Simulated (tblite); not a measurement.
# How the settings of tblite move a run on CuI

Simulated with tblite 0.8.0. This is a test of settings. The cell began as a measured structure and was relaxed with r2SCAN in plane waves (Ansatz 0.2.0). All runs are without spin polarisation.

It is cubic, F-43m (No. 216); conventional cell a = 6.024 Å, 27.33 Å³ an atom. Around Cu lie 4 I at 2.61 Å; around I lie 4 Cu at 2.61 Å.

The base run uses GFN2-xTB on a cluster of 64 atoms.

```python
import json
from ase import Atoms
from ase.build import make_supercell
from ase.units import Bohr, GPa, Hartree
from tblite.interface import Calculator

atoms = Atoms(['Cu', 'I'],
              cell=[[0.0, 3.01204282, 3.01204282], [3.01204282, 0.0, 3.01204282], [3.01204282, 3.01204282, 0.0]],
              scaled_positions=[[0.25, 0.25, 0.25], [0.0, 0.0, 0.0]],
              pbc=True)
cluster = make_supercell(atoms, [[-2, 2, 2], [-2, -2, 2], [2, -2, 2]])
calc = Calculator('GFN2-xTB', cluster.numbers, cluster.positions / Bohr, lattice=cluster.cell[:] / Bohr, periodic=cluster.pbc)
calc.set('temperature', 0.02 / Hartree)
calc.set('max-iter', 150)
res = calc.singlepoint()
levels = res.get('orbital-energies') * Hartree
nv = round(res.get('orbital-occupations').sum() / 2)
cells = len(cluster) // len(atoms)
out = {'energy_per_cell': res.get('energy') * Hartree / cells, 'homo': levels[nv - 1], 'lumo': levels[nv],
       'stress': (-res.get('virial') * Hartree / cluster.get_volume() / GPa).tolist(), 'charges': res.get('charges')[:len(atoms)].tolist(), 'electrons': 2 * nv / cells}
json.dump(out, open('results.json', 'w'))
for key, value in out.items():
    print(key, value)
```

Command: `python run.py`. It took 3.9 s on 1 thread of Arm Neoverse V2 (shared host), peak memory 0.14 GiB.

It converged with a gap of 5.18 eV and a pressure of 0.62 GPa (positive in compression). xTB was fitted to molecules, so gaps, charges and pressures of solids can be far off.

Each further run moved one setting: temperature (electronic temperature in eV); mixer-damping (damping of the charge mixer); accuracy (scale of the thresholds); charge (charge of the whole cluster); cluster (size of the cluster in conventional cells). Changes are from the base run, which isn't itself converged in every setting; energies of another Hamiltonian, functional, basis or charge aren't compared, and those at a high electronic temperature are mostly its entropy term.

| setting | how it ended | gap change (eV) | energy change (meV/atom) | pressure change (GPa) | time (s) |
| --- | --- | --- | --- | --- | --- |
| temperature = 0.001 | converged | 0.00 | 0.0 | 0.00 | 3.8 |
| mixer-damping = 0.1 | converged | 0.00 | 0.0 | 0.00 | 3.9 |
| accuracy = 10.0 | converged | 0.00 | 0.0 | 0.00 | 3.4 |
| charge = 2.0 (poor on purpose) | converged | – | – | – | 3.9 |
| cluster = 1x1x1 (poor on purpose) | converged | 0.06 | 78.0 | 0.86 | 0.82 |

temperature = 0.001 changes nothing that matters here. mixer-damping = 0.1 changes nothing that matters here. accuracy = 10.0 changes nothing that matters here.

Spin-orbit coupling is left out, which matters wherever the heavy atoms make up the band edges.
